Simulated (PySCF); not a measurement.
# C2H6BBrS (SMILES CCB(S)Br) at 6 levels

Aim: a comparison of 6 runs (HF/def2-SVP, SVWN5/3-21G, B3LYP/6-31G*, PBE/def2-SVP, PBE0/def2-SVP) of C2H6BBrS. Input form: a Python script.

Program for the calculation: PySCF 2.14.0.

### 1 The structure to begin with

C2H6BBrS: 11 atoms, total charge 0, spin state singlet. As SMILES, `CCB(S)Br`. Geometry: relaxed at PBE0-D4/def2-TZVP. This is one conformer, not always the lowest.

Bond lengths: C1–C2 1.527 Å, C2–B3 1.563 Å, B3–S4 1.786 Å, B3–Br5 1.930 Å, C1–H6 1.092 Å, C1–H7 1.091 Å, C1–H8 1.092 Å, C2–H9 1.100 Å, C2–H10 1.095 Å, S4–H11 1.345 Å. Some angles: C1–C2–B3 116.1°, C2–B3–S4 125.3°, C2–B3–Br5 120.3°, S4–B3–Br5 114.3°, C1–C2–H9 109.1°, C1–C2–H10 110.3°, B3–C2–H9 105.4°, B3–C2–H10 110.0°, C2–C1–H6 111.0°, C2–C1–H7 111.2°.

### 2 Energy and forces at HF/def2-SVP (run 1)

Contents of input.py:

```python
import pyscf.grad
from pyscf import gto, scf

system = gto.Mole()
system.atom = '''
C     -1.250243     2.428676     0.658947
C      0.134171    -0.077290     1.013460
B      1.259880    -1.295596    -1.430145
S      1.242495    -4.591279    -2.154288
Br     2.937390     0.777244    -3.917402
H     -1.899364     3.176819     2.469116
H     -0.025700     3.839923    -0.212972
H     -2.902052     2.203799    -0.558603
H      1.754800     0.215240     2.282978
H     -1.084892    -1.438460     1.984023
H     -0.043275    -5.346602    -0.095998
'''
system.max_memory = 1860
system.unit = 'bohr'
system.spin = 0
system.charge = 0
system.basis = 'def2-svp'
system.verbose = 3
system.build()

mf = scf.RHF(system)
mf.conv_tol = 1e-10
mf.kernel()
if not mf.converged:
    mf = mf.newton().run(mf.mo_coeff, mf.mo_occ)

energy = mf.e_tot
print('E(%s) = %.9f' % ('HF', energy))
grad = mf.Gradients().kernel()
mf.analyze()
```

Started as:

```bash
$ OMP_NUM_THREADS=1 python input.py
```

Output:

```text
converged SCF energy = -3073.42515393826
[... 11 lines left out ...]
MO #2   energy= -91.9326144311932  occ= 2
[... 14 lines left out ...]
MO #17  energy= -6.65441099466604  occ= 2
[... 14 lines left out ...]
MO #32  energy= -0.511419211788992 occ= 2
[... 14 lines left out ...]
MO #47  energy= 0.32975235537572   occ= 0
[... 14 lines left out ...]
MO #62  energy= 0.798859995980115  occ= 0
[... 14 lines left out ...]
MO #77  energy= 1.03983146564966   occ= 0
[... 14 lines left out ...]
MO #92  energy= 1.7997165494901    occ= 0
[... 14 lines left out ...]
MO #107 energy= 2.57358677478353   occ= 0
[... 14 lines left out ...]
MO #122 energy= 4.16550987330426   occ= 0
[... 12 lines left out ...]
Dipole moment(X, Y, Z, Debye): -1.24181, -0.35476,  2.17776
```

Run time: 48 s. Hardware: 1 thread of Intel Xeon at 2.50GHz (Skylake/Cascade Lake), shared host; peak memory 0.33 GiB.

### 3 Energy and gradient at SVWN5/3-21G (run 2)

Contents of calc.py:

```python
# CCB(S)Br
from pyscf import gto, dft

mol = gto.M(
    atom='''
C     -0.661600     1.285200     0.348700
C      0.071000    -0.040900     0.536300
B      0.666700    -0.685600    -0.756800
S      0.657500    -2.429600    -1.140000
Br     1.554400     0.411300    -2.073000
H     -1.005100     1.681100     1.306600
H     -0.013600     2.032000    -0.112700
H     -1.535700     1.166200    -0.295600
H      0.928600     0.113900     1.208100
H     -0.574100    -0.761200     1.049900
H     -0.022900    -2.829300    -0.050800
''',
    max_memory=1860,
    basis='3-21g',
    verbose=4,
)

mf = dft.RKS(mol)
mf.xc = 'svwn'
mf.grids.level = 5
mf.conv_tol = 1e-10
mf.kernel()
if not mf.converged:
    mf = mf.newton().run(mf.mo_coeff, mf.mo_occ)

e_tot = mf.e_tot
print('E = %.10f Eh' % e_tot)
grad = mf.nuc_grad_method().kernel()
mf.analyze()
```

Started as:

```bash
$ OMP_NUM_THREADS=1 python calc.py
```

Output:

```text
PySCF version 2.14.0

[... 81 lines left out ...]
converged SCF energy = -3056.20639116582
[... 25 lines left out ...]
MO #4   energy= -55.0516882433982  occ= 2
[... 9 lines left out ...]
MO #14  energy= -6.12990136237787  occ= 2
[... 9 lines left out ...]
MO #24  energy= -0.69858358765286  occ= 2
[... 9 lines left out ...]
MO #34  energy= -0.286103088398995 occ= 2
[... 9 lines left out ...]
MO #44  energy= 0.143086784622586  occ= 0
[... 9 lines left out ...]
MO #54  energy= 0.492736158505793  occ= 0
[... 9 lines left out ...]
MO #64  energy= 0.820360665228529  occ= 0
[... 9 lines left out ...]
MO #74  energy= 2.03263735462202   occ= 0
[... 88 lines left out ...]
Dipole moment(X, Y, Z, Debye): -1.12441,  0.03826,  2.13889
```

It took 29 s on 1 thread of Intel Xeon at 2.50GHz (Skylake/Cascade Lake), shared host; peak memory 0.42 GiB.

Runs 3 to 5 aren't shown in full; the table further down has their settings and results.

### 4 Energy and forces at PBE0/def2-SVP (run 6)

Contents of run.py:

```python
# CCB(S)Br
from pyscf import gto, dft

mol = gto.M(
    atom='''
C     -0.661600     1.285200     0.348700
C      0.071000    -0.040900     0.536300
B      0.666700    -0.685600    -0.756800
S      0.657500    -2.429600    -1.140000
Br     1.554400     0.411300    -2.073000
H     -1.005100     1.681100     1.306600
H     -0.013600     2.032000    -0.112700
H     -1.535700     1.166200    -0.295600
H      0.928600     0.113900     1.208100
H     -0.574100    -0.761200     1.049900
H     -0.022900    -2.829300    -0.050800
''',
    charge=0,
    basis='def2-svp',
    max_memory=1860,
    verbose=4,
)

mf = dft.RKS(mol, xc='pbe0')
mf.conv_tol = 1e-10
mf.grids.level = 5
mf.kernel()
if not mf.converged:
    mf = mf.newton().run(mf.mo_coeff, mf.mo_occ)

energy = mf.e_tot
print('E = %.10f Eh' % energy)
grad = mf.nuc_grad_method().kernel()
dip = mf.dip_moment()
pop, q = mf.mulliken_pop()
```

Started as:

```bash
$ OMP_NUM_THREADS=1 python run.py
```

Output:

```text
PySCF version 2.14.0

[... 78 lines left out ...]
converged SCF energy = -3076.0196367488
[... 13 lines left out ...]
Dipole moment(X, Y, Z, Debye): -1.10725, -0.41710,  1.96680
[... 134 lines left out ...]
charge of   10H =      0.08947
```

Run time: 2 min. Hardware: 1 thread of Intel Xeon at 2.50GHz (Skylake/Cascade Lake), shared host; peak memory 1.3 GiB.

### 5 Overview of the runs

| run | level | integration grid | Cartesian functions | energy (Eh) | dipole moment (D) | HOMO energy (eV) | LUMO energy (eV) | wall time |
| --- | --- | --- | --- | --- | --- | --- | --- | --- |
| 1 | HF/def2-SVP | – | no | -3073.425154 | 2.53 | -10.59 | 2.84 | 48 s |
| 2 | SVWN5/3-21G | 5 | no | -3056.206391 | 2.42 | -6.66 | -1.80 | 29 s |
| 3 | B3LYP/6-31G* (spherical functions) | 5 | no | -3076.811092 | 2.42 | -7.60 | -1.00 | 1.9 min |
| 4 | B3LYP/6-31G* (Cartesian functions) | 5 | yes | -3076.824261 | 2.42 | -7.60 | -1.01 | 2.2 min |
| 5 | PBE/def2-SVP | 5 | no | -3075.869145 | 2.11 | -6.60 | -1.69 | 1.9 min |
| 6 | PBE0/def2-SVP | 5 | no | -3076.019637 | 2.30 | -7.85 | -0.84 | 2 min |

### 6 Results

| quantity | value |
| --- | --- |
| run 6: total energy | -3076.01964 Eh |
| run 6: dipole moment | 2.30 D |
| run 6: HOMO energy | -7.85 eV |
| run 6: LUMO energy | -0.84 eV |
| run 6: HOMO–LUMO gap | 7.01 eV |
| run 6: largest force on an atom | 0.307 eV/Å |

The dipole moment (its size) runs from 2.11 D (PBE/def2-SVP) to 2.53 D (HF/def2-SVP). The HOMO–LUMO gap runs from 4.86 eV (SVWN5/3-21G) to 13.43 eV (HF/def2-SVP). The two ends differ in method and basis. Totals of different functionals can't be ranked against each other. All runs together took 9.3 min, the longest 2.2 min.
